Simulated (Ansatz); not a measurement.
# NiO: the cost of one run

Computed with Ansatz 0.2.0 (DFT PBE+U (U_eff = 6.2 eV on Ni 3d), scalar-relativistic, plane waves, PAW, unless a step's input says otherwise).

These runs use a low cutoff (300 eV) and a coarse mesh on purpose, to show what cheap settings give: their numbers aren't properties of the material.

### 1 Starting point

The structure is cubic, space group Fm-3m (No. 225). The conventional cell has a = 4.259 Å, b = 4.259 Å, c = 4.259 Å, α = 90.00°, β = 90.00°, γ = 90.00°. Around Ni (site symmetry m-3m) lie 6 O at 2.13 Å. O (site symmetry m-3m) is surrounded by 6 Ni at 2.13 Å.

Coordinates:

```
CELL_PARAMETERS angstrom
0.00000 1.73968 4.91390
-1.50661 -0.86984 4.91390
1.50661 -0.86984 4.91390
ATOMIC_POSITIONS crystal
Ni 0.50000 0.50000 0.50000
O 0.25000 0.25000 0.25000
Ni 0.00000 0.00000 0.00000
O 0.75000 0.75000 0.75000
```

Starting moments: Ni 1.86, -1.86 μB.

### 2 A single point with the electronic structure

Contents of input.yaml:

```yaml
crystal:
  lattice:
    - [0.0, 1.7396823482, 4.9138997999]
    - [-1.5066091081, -0.8698411741, 4.9138997999]
    - [1.5066091081, -0.8698411741, 4.9138997999]
  atoms:
    - { symbol: Ni, position: [0.5, -0.5, 0.5], spin: 1.86 }
    - { symbol: O, position: [0.2500000028, 0.2500000028, 0.2500000028] }
    - { symbol: Ni, position: [1.0, 0.0, 1.0], spin: -1.86 }
    - { symbol: O, position: [0.7499999972, 0.7499999972, 0.7499999972] }
basis:
  ecutwfc: 300
  ecutrho_ratio: 4
kpoints:
  mp_grid: { grid: [6, 6, 6] }
  band_path:
    path:
      - [[0.0, 0.0, 0.0], [1.0, 1.0, 1.0], [1.0, 0.75022621, 1.24977379]]
      - [[0.24977379, 0.0, 0.75022621], [0.5, 0.0, 0.5], [0.0, 0.0, 0.0], [0.0, -0.37511311, 0.37511311]]
      - [[0.62488689, 0.37511311, 1.0], [0.5, 0.5, 1.0], [0.0, 0.0, 0.0]]
    npoints: 14
hamiltonian:
  xc: pbe
  hubbard: { sites: [{ species: Ni, l: d, u_eff: 6.2 }] }
scf:
  occupations: { method: gaussian, width: 0.05 }
  lower_state_search: "off"
  n_extra_bands: 19
output:
  forces: true
  stress: true
  eigenvalues: true
  populations: true
  hubbard: { sites: [{ species: Ni, l: d }] }
  dos: { projected: true, de: 0.02, nscf_kmesh: { grid: [9, 9, 9] } }
  bader: true
magnetization:
  spin_polarized: true
checkpoint:
  read: start.run
  write: ck
  compress: false
  write_wavefunctions: false
  write_every: 100000
```

start.run is the folder with the converged state of an earlier run on this cell.

Launch:

```bash
ansatz run input.yaml --threads 1 --pin off --max-ram 2560MiB --backend cpu --events-out ev --progress --plain --runs-dir out
```

Q: Estimate wall time and peak memory on 1 thread of Intel Xeon at 2.60GHz (Ice Lake), shared host.

About 34 s, with a peak of 0.43 GiB.
